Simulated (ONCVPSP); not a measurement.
# Carbon: generating and testing an ONCV potential

Do these settings give a usable potential? It is generated, then checked for transferability, scattering, ghosts and hardness.

Program: ONCVPSP 4.0.1. Reference atom: LDA (Perdew-Wang 92), scalar-relativistic, spherical and spin-unpolarised. All values are calculated.

**1. The atom and the settings**

The settings as typed:

```
element                 : carbon (C, Z = 6)
type                    : optimised norm-conserving Vanderbilt (ONCV)
frozen core             : [He]
valence charge          : 4
reference configuration : 2s2 2p2
partial waves           : 2s: rc 1.15 bohr, ncon 4, nbas 9, qcut 6.1 1/bohr, 2 projectors, debl 2.2 Ha; 2p: rc 2.50 bohr, ncon 4, nbas 8, qcut 5.2 1/bohr, 2 projectors, debl 2 Ha; d scattering state at 0.36 Ha: rc 2.65 bohr, ncon 4, nbas 7, qcut 3.6 1/bohr, 2 projectors, debl 2 Ha
local potential         : polynomial inside 0.85 bohr (lpopt 5, dvloc0 0 Ha)
core correction         : Teter function, fcfact 2, rcfact 1.4
```

An earlier all-electron run gives the scale for the radii.

All-electron outer shells of the reference configuration (LDA (PZ), scalar-relativistic, ld1.x):

| shell | level (eV) | outermost node (bohr) | outermost maximum (bohr) |
| --- | --- | --- | --- |
| 1s | -270.81 | – | 0.18 |
| 2s | -13.64 | 0.38 | 1.22 |
| 2p | -5.42 | – | 1.19 |

**2. Generating the potential**

File C.dat:

```
# ATOM AND REFERENCE CONFIGURATION
# atsym  z   nc   nv     iexc    psfile
  C 6.00    1    2  -001012      upf
#
#   n    l    f
    1    0    2.00
    2    0    2.00
    2    1    2.00
#
# PSEUDOPOTENTIAL AND OPTIMIZATION
# lmax
    2
#
#   l,   rc,      ep,       ncon, nbas, qcut
    0    1.15    0.00    4    9    6.10
    1    2.50    0.00    4    8    5.20
    2    2.65    0.36    4    7    3.60
#
# LOCAL POTENTIAL
# lloc, lpopt,  rc(5),   dvloc0
    4    5    0.85    0.00
#
# VANDERBILT-KLEINMAN-BYLANDER PROJECTORs
# l, nproj, debl
    0    2    2.20
    1    2    2.00
    2    2    2.00
#
# MODEL CORE CHARGE
# icmod, fcfact, rcfact
    3    2.00    1.40
#
# LOG DERIVATIVE ANALYSIS
# epsh1, epsh2, depsh
   -2.00    5.00    0.02
#
# OUTPUT GRID
# rlmax, drl
    6.00    0.01
#
# TEST CONFIGURATIONS
# ncnf
    4
# nvcnf
#   n    l    f
    2
    2    0    2.00
    2    1    1.00
#
    2
    2    0    2.00
    2    1    0.00
#
    2
    2    0    1.00
    2    1    0.00
#
    2
    2    0    1.00
    2    1    3.00
#
```

Started as:

```bash
$ oncvpsp.x < C.dat > C.out
```

**Question.** What will these runs give? Wanted: cutoffs for 1 and 0.1 mHa per electron, occupied waves; bound ghosts; GHOST(+) flags; largest test error; largest phase difference near zero energy, channels read; rms error of d²Exc/dn², without and with the model core.

As calculated:

| quantity | value |
| --- | --- |
| cutoffs for 1 and 0.1 mHa per electron, occupied waves | 17 Ha and 72 Ha |
| bound ghosts | d at -645.12 eV |
| GHOST(+) flags | none at low energy |
| largest test error (AE − PS) | +1415 meV, for 2s1 2p0 |
| largest phase difference near zero energy, channels read | 0.002 rad |
| rms error of d²Exc/dn², without and with the model core | 2.46 and 1.56 mHa |

A bound ghost (d) makes it unfit for use: electrons can fall into a state that the atom doesn't have. By total energies transferability is poor: the largest error is 1415 meV on 83.2 eV, for 2s1 2p0. That test lies far up in energy; among those under 40 eV, nearer to bonding, the largest error is 718 meV. By its cutoff, 17 Ha for the looser tolerance, it is soft on the atom at that tolerance. The tighter tolerance needs 72 Ha, and converged work needs a cutoff nearer that. At the looser tolerance the 2s wave is the slowest; 2p needs 10 Ha. Near zero energy the phases of the channels with partial waves agree within 0.002 rad. These are tests on the free atom; a crystal test is still owed.
